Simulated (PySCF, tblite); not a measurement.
**C5H11AlO: geometry, infrared bands and NMR shifts**

Aim: predict the infrared bands and NMR shifts of C5H11AlO (`CC#[C][AlH2-][O+](C)C`).

Computed with tblite 0.8.0 and PySCF 2.14.0, with density-fitted response routines of our own, on a single molecule in the gas phase. Atoms count from 0, in the outputs and in this text.

## Step 1: The molecule as given

18 atoms, charge 0, multiplicity 1; geometry from: force field or distance geometry start.

Bonds of the start (Å): C0–C1 1.48, C1–C2 1.19, C2–Al3 1.96, Al3–O4 1.81, O4–C5 1.37, O4–C6 1.39, C0–H7 1.12, C0–H8 1.12, C0–H9 1.09, Al3–H10 1.62, Al3–H11 1.59, C5–H12 1.12, C5–H13 1.11, C5–H14 1.10, C6–H15 1.09, C6–H16 1.13, C6–H17 1.11.

## Step 2: Geometry optimisation with GFN2-xTB

Job settings and geometry (Å):

```
{"job": {"kind": "relax", "xc": "GFN2-xTB", "basis": "xTB"}, "charge": 0, "multiplicity": 1}
C      3.902400    -0.638900     0.006100
C      2.549500    -0.056100     0.106900
C      1.469000     0.423000     0.207200
Al    -0.296800     1.251700     0.341700
O     -1.641800     0.044600     0.404200
C     -1.402900    -1.187500    -0.133900
C     -2.887400     0.574100     0.081600
H      4.349100    -0.723200     1.034300
H      4.544200     0.000800    -0.648300
H      3.805300    -1.626800    -0.443400
H     -0.334700     2.026000     1.760800
H     -0.451200     2.343300    -0.802700
H     -0.374400    -1.498900     0.197500
H     -2.121000    -1.905000     0.327000
H     -1.431700    -1.248800    -1.231100
H     -3.079600     0.704700    -0.980400
H     -2.914900     1.575200     0.607100
H     -3.692000    -0.051700     0.529200
```

Started as:

```sh
$ OMP_NUM_THREADS=1 python probes_run.py task.json out
```

One launch serves the whole session: the jobs run in the order shown.

**Question.** This job is followed by: GFN2-xTB harmonic vibrations, gas phase; GIAO PBE0/pcSseg-1 NMR shielding, non-relativistic, gas phase. Predict these results of the whole session: strongest single infrared mode (GFN2-xTB); zero-point energy (GFN2-xTB); 13C shifts against TMS (PBE0/pcSseg-1, means over atoms taken as alike); 1H shifts against TMS (PBE0/pcSseg-1, means over atoms taken as alike); 27Al shifts against AlH4- (PBE0/pcSseg-1); 17O shifts against H2O (PBE0/pcSseg-1); surface potential, 1st and 99th percentile.

The runs gave:

| quantity | value |
| --- | --- |
| strongest single infrared mode (GFN2-xTB) | 717 cm⁻¹, 635 km/mol |
| zero-point energy (GFN2-xTB) | 86.6 kcal/mol |
| 13C shifts against TMS (PBE0/pcSseg-1, means over atoms taken as alike) | 114.4, 97.2, 61.5, 6.7 ppm |
| 1H shifts against TMS (PBE0/pcSseg-1, means over atoms taken as alike) | 4.10, 3.86, 2.06 ppm |
| 27Al shifts against AlH4- (PBE0/pcSseg-1) | 60.6 ppm |
| 17O shifts against H2O (PBE0/pcSseg-1) | -9.0 ppm |
| surface potential, 1st and 99th percentile | -1.38 V and 1.35 V |

The optimisation took 98 steps and gained 0.872 eV; among the close pairs (by a distance rule), Al3–O4 changed most, from 1.808 to 1.901 Å. No mode is imaginary among the 48: a minimum at this level. The strongest single mode, at 717 cm⁻¹, moves mainly H11 and H10. GFN2-xTB is a fitted tight-binding method: band positions and strengths are rough. Its intensities can rank the bands wrongly. At PBE0/pcSseg-1: The widest tensor belongs to C1: span 299 ppm, with a paramagnetic part of -202 ppm.
